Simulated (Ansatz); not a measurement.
# Te2Mo: the cost of one run

All numbers are computed with Ansatz 0.2.0 through its Python package. Level of theory: DFT LDA, plane waves, PAW.

### 1 The structure

It takes space group P-6m2 (No. 187, hexagonal). The conventional cell has a = 3.560 Å, b = 3.560 Å, c = 17.524 Å, α = 90.00°, β = 90.00°, γ = 120.00°. Te (site symmetry 3m) is surrounded by 3 Mo at 2.73 Å. Mo (site symmetry -6m2) has 6 Te at 2.73 Å as nearest neighbours.

No structure file is read: the coordinates are typed or built in the script.

### 2 Script

Contents of run_kconv.py:

```python
# -*- coding: utf-8 -*-
"""Convergence of Te2Mo with the k-point mesh."""

import ansatz as az
import matplotlib.pyplot as plt

crystal = (
    az.Lattice.from_parameters(3.56023281, 3.56023281, 17.52405782, alpha=90, beta=90, gamma=120)
    .space_group(187)
    .atom("Te", [1 / 3, 2 / 3, 0.89785545])
    .atom("Mo", [0.0, 0.0, 0.0])
)

model = crystal.calculation()
model = model.functional("LDA")
model = model.pseudopotentials("paw")
model = model.basis(38 * az.Ry).occupations("Gaussian", width=0.1)
model = model.forces()
model = model.stress()

rows = []
for value in [(3, 3, 1), (5, 5, 1), (6, 6, 1), (7, 7, 2), (9, 9, 2)]:
    report = model.kpoints(*value).run(threads=1).report
    rows.append((value, report["free_energy_ev"] / len(report["lattice"]["sites"]), report["n_iterations"], sum(report["stress_gpa"][i][i] for i in range(3)) / 3, max(abs(f) for row in report["forces_ev_ang"] for f in row), report["n_kpoints"]))

print("        mesh   F/atom (eV)    iterations       P (GPa)  max component (eV/A)      k-points")
for row in rows:
    print(f"{str(row[0]):>12s}  {row[1]:12.5f}  {row[2]:12d}  {row[3]:12.3f}  {row[4]:20.4f}  {row[5]:12d}")

# the last row is the reference
for row in rows[:-1]:
    shift = 1000 * (row[1] - rows[-1][1])
    print(f"{row[0]}: {shift:+.2f} meV/atom" + ("  (within 1 meV)" if abs(shift) < 1 else ""))
plt.figure(figsize=(4.5, 3))
plt.plot([str(row[0]) for row in rows], [1000 * (row[1] - rows[-1][1]) for row in rows], "o-")
plt.xlabel("mesh")
plt.ylabel("F - F(last) (meV/atom)")
plt.tight_layout()
plt.savefig("kconv.png", dpi=100)
```

### 3 The calls as engine input

The engine receives this input (first run):

```yaml
crystal:
  lattice:
    a: 3.56023281
    b: 3.56023281
    c: 17.52405782
    alpha: 90.0
    beta: 90.0
    gamma: 120.0
  space_group: 187
  atoms:
    - { symbol: Te, position: [0.3333333333333333, 0.6666666666666666, 0.89785545] }
    - { symbol: Mo, position: [0.0, 0.0, 0.0] }
basis:
  ecutwfc: 517.016338673772
kpoints:
  mp_grid:
    grid: [3, 3, 1]
hamiltonian:
  xc: lda
  pseudopotentials:
    kind: paw
scf:
  occupations:
    method: gaussian
    width: 0.1
output:
  forces: true
  stress: true
```

### 4 Running it

Command:

```console
> python run_kconv.py
```

What time and memory should one allow on 1 thread of Arm Neoverse V1, shared host?

About 30 s, with a peak of 0.55 GiB.
